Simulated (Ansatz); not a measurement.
# Mg4Ti3N4: the cost of one run

Method: DFT PBE, scalar-relativistic, plane waves, PAW, in Ansatz 0.2.0.

## 1. The system as given

The structure is cubic, space group P-43m (No. 215). Conventional cell: a = 5.121 Å, b = 5.121 Å, c = 5.121 Å, α = 90.00°, β = 90.00°, γ = 90.00°. Around Mg (site symmetry 3m) lie 3 Ti at 2.37 Å and 3 N at 2.39 Å. Ti (site symmetry -42m) is surrounded by 4 N at 2.21 Å and 4 Mg at 2.37 Å. N (site symmetry 3m) is surrounded by 3 Ti at 2.21 Å and 3 Mg at 2.39 Å.

Structure file:

```
CELL_PARAMETERS angstrom
5.12100 0.00000 0.00000
0.00000 5.12100 0.00000
0.00000 0.00000 5.12100
ATOMIC_POSITIONS crystal
Mg 0.29170 0.29170 0.29170
Mg 0.29170 0.70830 0.70830
Mg 0.70830 0.29170 0.70830
Mg 0.70830 0.70830 0.29170
Ti 0.00000 0.00000 0.50000
Ti 0.50000 0.00000 0.00000
Ti 0.00000 0.50000 0.00000
N 0.24569 0.24569 0.75431
N 0.75431 0.75431 0.75431
N 0.24569 0.75431 0.24569
N 0.75431 0.24569 0.24569
```

A structure generator made this guess: 3-, 4-connected net, the two elements on its two kinds of vertex, guests in its cages (P-43m, No. 215). Its size is a rough estimate.

## 2. A first look at the guess

input.yaml reads:

```yaml
crystal:
  lattice:
    - [5.12099725, 0.0, 0.0]
    - [0.0, 5.12099725, 0.0]
    - [0.0, 0.0, 5.12099725]
  atoms:
    - { symbol: Mg, position: [0.2917, 0.2917, 0.2917] }
    - { symbol: Mg, position: [0.2917, 0.7083, 0.7083] }
    - { symbol: Mg, position: [0.7083, 0.2917, 0.7083] }
    - { symbol: Mg, position: [0.7083, 0.7083, 0.2917] }
    - { symbol: Ti, position: [0.0, 0.0, 0.5], spin: -1.0 }
    - { symbol: Ti, position: [0.5, 0.0, 0.0], spin: 1.0 }
    - { symbol: Ti, position: [0.0, 0.5, 0.0], spin: 1.0 }
    - { symbol: "N", position: [0.245687, 0.245687, 0.754313] }
    - { symbol: "N", position: [0.754313, 0.754313, 0.754313] }
    - { symbol: "N", position: [0.245687, 0.754313, 0.245687] }
    - { symbol: "N", position: [0.754313, 0.245687, 0.245687] }
basis:
  ecutwfc: 420
kpoints:
  mp_grid: { grid: [4, 4, 4] }
hamiltonian:
  xc: pbe
scf:
  occupations: { method: gaussian, width: 0.1 }
  lower_state_search: "off"
output:
  forces: true
  stress: true
  eigenvalues: true
  populations: true
magnetization:
  spin_polarized: true
```

The run is started by

```bash
ansatz run input.yaml --threads 1 --pin off --max-ram 2560MiB --backend cpu --events-out ev --progress --plain --runs-dir out
```

**Question.** How long does this run take on 1 thread of Intel Xeon at 2.70GHz, shared host, and how much memory does it need?

About 69 s, with a peak of 0.53 GiB.
